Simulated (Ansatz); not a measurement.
Crystal: NiMoIrPdW.

```
CELL_PARAMETERS angstrom
2.76616 0.00000 0.00000
-1.38308 2.39557 0.00000
0.00000 0.00000 11.02292
ATOMIC_POSITIONS crystal
Ni 0.33333 0.66667 0.59712
Mo 0.00000 0.00000 0.41074
Pd 0.66667 0.33333 0.79520
Ir 0.66667 0.33333 0.19960
W 0.33333 0.66667 0.99734
```

The cell was built by a generator and needn't be a form met in nature.

* Program: Ansatz 0.2.0
* Task: relaxation of cell and atoms
* Functional: revPBE
* Potentials or basis: Ansatz PAW
* Cutoff: 420 eV (not typed: the program's choice for these potentials)
* k mesh: 8 × 8 × 2
* Occupations: fermi-dirac, width 0.05 eV
* Spin: collinear spin, ferromagnetic start
* Starting moments: [1.0, 1.0, 0.0, 0.6, 0.0] μB

At the start: volume 14.61 Å³/atom.

Q: How do energy, volume and symmetry change on relaxing?

A: It ends after 5 steps and the volume is 14.81 Å³/atom (+1.4 %); space group P3m1 (No. 156, to 0.05 Å); moment 0.00 μB per cell.

The path:
| step | energy change (eV) | largest force (eV/Å) | volume (Å³) |
| --- | --- | --- | --- |
| 1 | 0.0000 | 0.0726 | 73.04 |
| 2 | -0.0100 | 0.0417 | 73.98 |
| 3 | -0.0102 | 0.0152 | 74.04 |
| 4 | -0.0102 | 0.0065 | 74.04 |
| 5 | -0.0106 | 0.0065 | 74.04 |

Final structure:
```yaml
crystal:
  lattice:
    - [2.77571, 0.00000, 0.00000]
    - [-1.38785, 2.40384, 0.00000]
    - [0.00000, 0.00000, 11.09665]
  atoms:
    - { symbol: Ni, position: [0.33333, 0.66667, 0.59630] }
    - { symbol: Mo, position: [0.00000, 0.00000, 0.40982] }
    - { symbol: Pd, position: [0.66667, 0.33333, 0.79582] }
    - { symbol: Ir, position: [0.66667, 0.33333, 0.19995] }
    - { symbol: W, position: [0.33333, 0.66667, 0.99810] }
```

Caveat: the plane-wave basis is chosen anew once the cell has moved, so the energies of steps on either side of that aren't comparable; the PAW data sets come from PBE, with cores solved anew for the run's functional, which leaves a small shift of forces and pressure; the starting moments weren't kept.
